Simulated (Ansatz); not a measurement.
# Osmium, simple cubic under PBEsol: ground state and equation of state

The plan for osmium in the simple cubic structure: relax it, solve it on a dense k-mesh, then scale the cell to 7 volumes from 88 to 112 % of the relaxed one and try a fit of the equation of state. Spin polarisation is left out. The k-meshes are 13×13×13 for the relaxation; 20×20×20 for the dense run; 14×14×14 for the volumes.

This is Os in the simple cubic structure; at room conditions it is hcp.

Program: Ansatz 0.2.0. Level of theory: DFT PBEsol, plane waves (420 eV) with PAW, scalar-relativistic; PBE-made PAW files. These are calculated values, not measurements.

## (1) The structure to begin with

The structure is cubic, space group Pm-3m (No. 221). The conventional cell has a = 2.472 Å, b = 2.472 Å, c = 2.472 Å, α = 90.00°, β = 90.00°, γ = 90.00°. Os (site symmetry m-3m) is surrounded by 6 Os at 2.47 Å.

Structure file:

```
CELL_PARAMETERS angstrom
2.47227 0.00000 0.00000
0.00000 2.47227 0.00000
0.00000 0.00000 2.47227
ATOMIC_POSITIONS crystal
Os 0.00000 0.00000 0.00000
```

## (2) Geometry optimisation

File input.yaml:

```yaml
crystal:
  lattice:
    - [2.4722656457, 0.0, 0.0]
    - [0.0, 2.4722656457, 0.0]
    - [0.0, 0.0, 2.4722656457]
  atoms:
    - { symbol: Os, position: [0.0, 0.0, 0.0] }
hamiltonian:
  xc: pbesol
  pseudopotentials:
    kind: paw
    azcp:
      Os: "pseudopotentials/Os.paw.azcp"
basis:
  ecutwfc: 420
  fft_grid_basis: typed
kpoints:
  mp_grid: { grid: [13, 13, 13], shift: [0, 0, 0] }
magnetization:
  spin_polarized: false
scf:
  occupations: { method: fermi_dirac, width: 0.1 }
relax:
  max_steps: 60
  f_tol: 0.01
  cell: {}
output:
  write_density: true
  write_potential: true
  elf: true
  volumetric_format: npy
```

Further steps of the session: Dense single point; Equation of state: 88 %; Equation of state: 92 %; Equation of state: 96 %; Equation of state: 100 %; Equation of state: 104 %; Equation of state: 108 %; Equation of state: 112 %.

Q: Predict the outcome of this session. Wanted: space group; conventional cell; volume; shortest distance; gap on the mesh; relative to hcp; V₀, B₀, B₀′.

**Answer**, as computed:

```
                      quantity                         value
space group (spins left aside)               Pm-3m (No. 221)
             conventional cell                   a = 2.531 Å
                        volume                16.209 Å³/atom
             shortest distance                       2.531 Å
               gap on the mesh  none (levels filled in part)
               relative to hcp                +1642 meV/atom
                   V₀, B₀, B₀′  16.220 Å³/atom, 296 GPa, 4.6
```

In words: From the guessed start the volume grew by 7.3 % in 6 steps. It lies 1642 meV/atom above the element's reference form at the same level (hcp, from a run of its own), so it is far from stable. No gap shows: it is a metal or semimetal at this level. B₀ comes out at 296 GPa, among the stiffest elements. The symmetry was held, so the structure may be unstable against distortions that break it.
